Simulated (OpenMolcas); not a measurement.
# Pd⁴⁺ among point charges: CASSCF and CASPT2 levels and susceptibility

Aim: the splitting of the states of Pd⁴⁺ in the field of 6 point charges, its lowest levels with spin-orbit coupling and its magnetic susceptibility.

The numbers are computed with OpenMolcas 26.06 (state-averaged CASSCF and CASPT2, spin-orbit coupling by RASSI with atomic mean-field integrals), except any that are marked as measured or tabulated.

## Step 1: What is computed

* Species: Pd⁴⁺ (palladium, Z = 46, 42 electrons)
* Basis: ANO-RCC-VDZP [6s5p3d1f], 43 functions
* Scalar Hamiltonian: DKH2, point nucleus
* Inactive shells: 1s 2s 2p 3s 3p 3d 4s 4p
* Active space: 6 electrons in 5 orbitals (4d)
* Some configurations of this space: 4d6
* Orbitals: optimised for each spin and parity, averaged over all roots

The outer shells:

4d6
```
4d [↑↓][↑ ][↑ ][↑ ][↑ ]
```

The ion sits among 6 point charges of -1.7 e arranged as an octahedron (Oh), 1.93 Å from the ion.

Each step is its own input file, run in one work folder so that later steps find the files of earlier ones. Labels, J, g values, rates, χT and fits are worked out afterwards by a script from the matrices that RASSI stores. The input lists half of the charges; inversion (Group=XYZ) makes the rest.

## Step 2: GATEWAY and SEWARD: basis and integrals

File a.inp:

```
&GATEWAY
Coord
1

Pd 0.0 0.0 0.0
Basis=ANO-RCC-VDZP
Group=XYZ
NoMove
AngMom=0.0 0.0 0.0
AMFI
XField
3 Angstrom 0
1.930000 0.000000 0.000000 -1.700000
0.000000 1.930000 0.000000 -1.700000
0.000000 0.000000 1.930000 -1.700000
&SEWARD
```

Run with:

```console
> OMP_NUM_THREADS=1 MOLCAS_MEM=1689 MOLCAS_PROJECT=a pymolcas a.inp > a.log
```

## Step 3: Reference wave functions, quintets of even parity, 5 roots

File a.inp:

```
&RASSCF
FileOrb=start.orb
Symmetry=1
Spin=5
nActEl=6 0 0
Inactive=9 9
Ras2=5 0
CIRoot=5 5 1
SDav=5
CIMx=300
Iter=120 100
PrWF=0.3
OrbListing=Nothing
MaxOrb=0
>>> COPY $Project.JobIph JOB001
```

start.orb holds the contracted functions of the basis, ordered by shell, or the orbitals of the step before.

## Step 4: Reference wave functions, triplets of even parity, 45 roots

File a.inp:

```
&RASSCF
FileOrb=start.orb
Symmetry=1
Spin=3
nActEl=6 0 0
Inactive=9 9
Ras2=5 0
CIRoot=45 45 1
SDav=45
CIMx=300
Iter=120 100
PrWF=0.3
OrbListing=Nothing
MaxOrb=0
>>> COPY $Project.JobIph JOB002
```

## Step 5: Reference wave functions, singlets of even parity, 50 roots

File a.inp:

```
&RASSCF
FileOrb=start.orb
Symmetry=1
Spin=1
nActEl=6 0 0
Inactive=9 9
Ras2=5 0
CIRoot=50 50 1
SDav=50
CIMx=300
Iter=120 100
PrWF=0.3
OrbListing=Nothing
MaxOrb=0
>>> COPY $Project.JobIph JOB003
```

## Step 6: RASSI: spin-orbit coupling between the states

File a.inp:

```
&RASSI
NrOfJobIphs=3 5 45 50
1 2 3 4 5
1 2 3 4 5 6 7 8 9 10 11 12 13 14 15 16 17 18 19 20 21 22 23 24 25 26 27
28 29 30 31 32 33 34 35 36 37 38 39 40 41 42 43 44 45
1 2 3 4 5 6 7 8 9 10 11 12 13 14 15 16 17 18 19 20 21 22 23 24 25 26 27
28 29 30 31 32 33 34 35 36 37 38 39 40 41 42 43 44 45 46 47 48 49 50
IphNames
JOB001
JOB002
JOB003
EJob
SpinOrbit
DIPRint=1.0
SOCoupling=1000.0
Subsets=2
Property=9
'ANGMOM' 1 'ANGMOM' 2 'ANGMOM' 3 'MLTPL  1' 1 'MLTPL  1' 2 'MLTPL  1' 3
'AMFI' 1 'AMFI' 2 'AMFI' 3
SOProperty=3
'ANGMOM' 1 'ANGMOM' 2 'ANGMOM' 3
```

## Step 7: CASPT2: IPEA 0.25, imaginary shift 0.1 (closed shells correlated: 4s 4p)

File a.inp:

```
>>> COPY JOB001 $Project.JobIph
&CASPT2
Multistate=5 1 2 3 4 5
NoMult
Frozen=8 6
IPEA=0.25
Imaginary=0.1
MaxIter=60
WThr=0.0 0.3 0.05
PrWF=0.5
NoMix
>>> COPY JOB002 $Project.JobIph
&CASPT2
Multistate=45 1 2 3 4 5 6 7 8 9 10 11 12 13 14 15 16 17 18 19 20 21 22
23 24 25 26 27 28 29 30 31 32 33 34 35 36 37 38 39 40 41 42 43 44 45
NoMult
Frozen=8 6
IPEA=0.25
Imaginary=0.1
MaxIter=60
WThr=0.0 0.3 0.05
PrWF=0.5
NoMix
>>> COPY JOB003 $Project.JobIph
&CASPT2
Multistate=50 1 2 3 4 5 6 7 8 9 10 11 12 13 14 15 16 17 18 19 20 21 22
23 24 25 26 27 28 29 30 31 32 33 34 35 36 37 38 39 40 41 42 43 44 45 46
47 48 49 50
NoMult
Frozen=8 6
IPEA=0.25
Imaginary=0.1
MaxIter=60
WThr=0.0 0.3 0.05
PrWF=0.5
NoMix
```

(Steps that only read results are left out.)

Before running it: what results should come out? Wanted: spin-free ground state; first state of the same spin within the active space; lowest level; next level.

The runs gave:

| quantity | value |
| --- | --- |
| method | SS-CASPT2, IPEA 0.25, imaginary shift 0.1 (closed shells correlated: 4s 4p) |
| spin-free ground state | 5T2, 3-fold in its orbital part |
| first state of the same spin within the active space | 5E at 6830 cm⁻¹ |
| lowest level | 3-fold T2 |
| next level | 583.1 cm⁻¹ |
| χT at 300 K | 4.35 cm³ K/mol |
| effective moment at 300 K | 5.90 μB |

Cost by method:

| method | time of its own steps | time with the reference |
| --- | --- | --- |
| A. CASSCF | 20 s | 20 s |
| B. SS-CASPT2, IPEA 0.25, imaginary shift 0.1, +4s 4p | 5.2 s | 26 s |

Times are of one thread on a shared host.

The spin-free ground state (5T2) comes to 100 % from free-ion D terms and keeps the highest spin of the shell. χT at 300 K is 4.35, against 3.01 cm³ K/mol for the spin alone, so orbital moment adds to it. An active space of the d shell alone favours high spin; real ions in strong fields can be low spin. CASPT2 does not keep the components of a term degenerate, and the means are used. The field of point charges can differ much from that of real complexes. With metal d orbitals alone active, the gaps between spin states are rough; where two lie within a few thousand cm-1, their order is open. Point charges carry no covalency, so the field is a model and not that of real ligands.
